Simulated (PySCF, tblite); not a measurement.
# C₇H₇BF₂: geometry, infrared bands and NMR shifts

Aim: predict the infrared bands and NMR shifts of C₇H₇BF₂ (`CC#CCC=C=CB(F)F`).

Programs: tblite 0.8.0 and PySCF 2.14.0, with density-fitted response routines of our own. Each step states its level of theory. These are calculated values for one molecule in the gas phase, unless marked as measured. Atoms count from 0, in the outputs and in this text.

## (1) The molecule as given

17 atoms, charge 0, multiplicity 1; geometry from: force field or distance geometry start.

Bonds of the start (Å): C0–C1 1.48, C1–C2 1.20, C2–C3 1.48, C3–C4 1.48, C4–C5 1.31, C5–C6 1.30, C6–B7 1.55, B7–F8 1.46, B7–F9 1.45, C0–H10 1.09, C0–H11 1.11, C0–H12 1.12, C3–H13 1.10, C3–H14 1.12, C4–H15 1.05, C6–H16 1.05.

## (2) Optimising the geometry with GFN2-xTB

Job settings and geometry (Å):

```
{"job": {"kind": "relax", "xc": "GFN2-xTB", "basis": "xTB"}, "charge": 0, "multiplicity": 1}
C      3.934000    -0.328000    -0.490700
C      2.609300     0.066400     0.034900
C      1.539700     0.360900     0.490900
C      0.198400     0.719900     1.008700
C     -0.799700    -0.320200     0.667600
C     -1.718300     0.061200    -0.189900
C     -2.630600     0.464200    -1.025800
B     -3.859400     1.140800    -0.373600
F     -3.812400     1.713800     0.963200
F     -5.171100     0.668400    -0.782000
H      4.662100    -0.527400     0.289800
H      4.240000     0.434200    -1.233400
H      3.847700    -1.284900    -1.060300
H     -0.021700     1.713200     0.582400
H      0.282800     0.785900     2.125800
H     -0.852500    -1.306200     1.026400
H     -2.455300     0.299400    -2.043900
```

On the command line:

```sh
$ OMP_NUM_THREADS=1 python probes_run.py task.json out
```

One launch serves the whole session: the jobs run in the order shown.

**Question.** This job is followed by: GFN2-xTB harmonic vibrations, gas phase; GIAO PBE0/pcSseg-1 NMR shielding, non-relativistic, gas phase. What will the session give for the following? strongest single infrared mode (GFN2-xTB); zero-point energy (GFN2-xTB); ¹³C shifts against TMS (PBE0/pcSseg-1); ¹H shifts against TMS (PBE0/pcSseg-1, means over atoms taken as alike); ¹¹B shifts against BF3·OEt2 (PBE0/pcSseg-1); ¹⁹F shifts against CFCl3 (PBE0/pcSseg-1, means over atoms taken as alike).

**Answer**, as computed:

| quantity | value |
| --- | --- |
| strongest single infrared mode (GFN2-xTB) | 2056 cm⁻¹, 424 km/mol |
| zero-point energy (GFN2-xTB) | 74.6 kcal/mol |
| ¹³C shifts against TMS (PBE0/pcSseg-1) | 235.9, 91.0, 85.1, 82.4, 79.0, 22.9, 4.7 ppm |
| ¹H shifts against TMS (PBE0/pcSseg-1, means over atoms taken as alike) | 5.47, 5.18, 3.06, 1.98 ppm |
| ¹¹B shifts against BF3·OEt2 (PBE0/pcSseg-1) | 23.9 ppm |
| ¹⁹F shifts against CFCl3 (PBE0/pcSseg-1, means over atoms taken as alike) | -81.4 ppm |

The optimisation took 76 steps and gained 1.080 eV; among the close pairs (by a distance rule), B7–F8 changed most, from 1.455 to 1.322 Å. The lowest mode is imaginary (30i cm⁻¹), so the xTB geometry is not a minimum. The strongest single mode, at 2056 cm⁻¹, moves mainly C5. GFN2-xTB is a fitted tight-binding method: band positions and strengths are rough. Its intensities can rank the bands wrongly. C5 (central carbon of an allene) lies farthest downfield among carbon, at 235.9 ppm; the central sp carbon of an allene is among the most deshielded carbons of hydrocarbons. At PBE0/pcSseg-1: The largest span, 278 ppm, is at F8, F9, where the paramagnetic term is -214 ppm.
